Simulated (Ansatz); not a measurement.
# Nb: the cost of one run

Method: DFT PBEsol, scalar-relativistic, in Ansatz 0.2.0.

## (1) The structure to begin with

The structure is cubic, space group Fm-3m (No. 225). The conventional cell has a = 4.230 Å, b = 4.230 Å, c = 4.230 Å, α = 90.00°, β = 90.00°, γ = 90.00°. Nb (site symmetry m-3m) has 12 Nb at 2.99 Å as nearest neighbours.

Coordinates:

```
CELL_PARAMETERS angstrom
0.00000 2.11500 2.11500
2.11500 0.00000 2.11500
2.11500 2.11500 0.00000
ATOMIC_POSITIONS crystal
Nb 0.00000 0.00000 0.00000
```

## (2) The deformed structure

Space group Fm-3m before, R-3m after.

## (3) Full-potential LAPW

The input, input.yaml:

```yaml
crystal:
  lattice:
    - [-0.06345, 2.083275, 2.083275]
    - [2.083275, -0.06345, 2.083275]
    - [2.083275, 2.083275, -0.06345]
  atoms:
    - { symbol: Nb, position: [0.0, 0.0, 0.0] }
kpoints:
  mp_grid: { grid: [13, 13, 13] }
  band_path:
    path:
      - [0.0, 0.0, 0.0]
      - [0.5, 0.5, 0.5]
      - [0.2579113083, 0.5, 0.7420886917]
      - [-0.2579113083, 0.2579113083, 0.5]
      - [0.0, 0.0, 0.5]
      - [0.0, 0.0, 0.0]
      - [-0.3789556542, 0.0, 0.3789556542]
      - [0.0, 0.3789556542, 0.6210443458]
      - [0.0, 0.5, 0.5]
    npoints: 5
scf:
  occupations: { method: fermi_dirac, width: 0.08 }
hamiltonian:
  xc: pbesol
  pseudopotentials: { kind: all_electron, lapw: { basis_error: 0.00025 } }
output:
  forces: true
  stress: true
  eigenvalues: true
```

The run is started by

```
> ansatz run input.yaml --threads 1 --pin off --max-ram 3072MiB --backend cpu --events-out ev --progress --plain --runs-dir out
```

**Question.** How long does this run take on 1 thread of Arm Neoverse V1, shared host, and how much memory does it need?

About 24 s, with a peak of 0.41 GiB.
